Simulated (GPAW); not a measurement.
InSb3:

```xyz
4
Lattice="0.0000 3.7946 3.7946 3.7946 0.0000 3.7946 3.7946 3.7946 0.0000" Properties=species:S:1:pos:R:3 pbc="T T T"
Sb    3.7946    3.7946    3.7946
Sb    5.6918    5.6918    5.6918
Sb    1.8973    1.8973    1.8973
In    0.0000    0.0000    0.0000
```

The cell comes from a database or a generator and needn't be the stable form of this composition.

| Quantity | Value |
| --- | --- |
| Program | GPAW 26.7.0 |
| Task | relaxation of cell and atoms |
| Functional | PBEsol |
| Dispersion | D3(BJ)+ATM |
| Potentials or basis | PAW data sets generated in the run's folder for this functional |
| Cutoff | 600 eV |
| Basis | pw |
| k mesh | 5 × 5 × 5 |
| Occupations | fermi-dirac, width 0.05 eV |
| Spin | no spin polarisation |

At the start: pressure -5.9 GPa; volume 27.32 Å³/atom.

Problem. How do energy, volume and symmetry change on relaxing?

Solution. Over 5 steps the energy falls by 57.7 meV/atom and the volume is 24.58 Å³/atom (-10.0 %); space group Fm-3m (No. 225, to 0.05 Å).

The path:
```tsv
step	energy change (eV)	largest force (eV/Å)	pressure (GPa)	volume (Å³)
1	0.0000	0.0000	-5.86	109.27
2	-0.0419	0.0000	-5.45	108.11
3	-0.2097	0.0000	2.36	95.45
4	-0.2304	0.0000	-0.36	98.79
5	-0.2309	0.0000	-0.02	98.33
```

Final structure:
```
CELL_PARAMETERS angstrom
0.00000 3.66343 3.66343
3.66343 0.00000 3.66343
3.66343 3.66343 0.00000
ATOMIC_POSITIONS crystal
Sb 0.50000 0.50000 0.50000
Sb 0.75000 0.75000 0.75000
Sb 0.25000 0.25000 0.25000
In 0.00000 0.00000 0.00000
```

Caveat: later steps reuse the first step's grids; pairwise dispersion overbinds metals, which lowers pressure and volume.
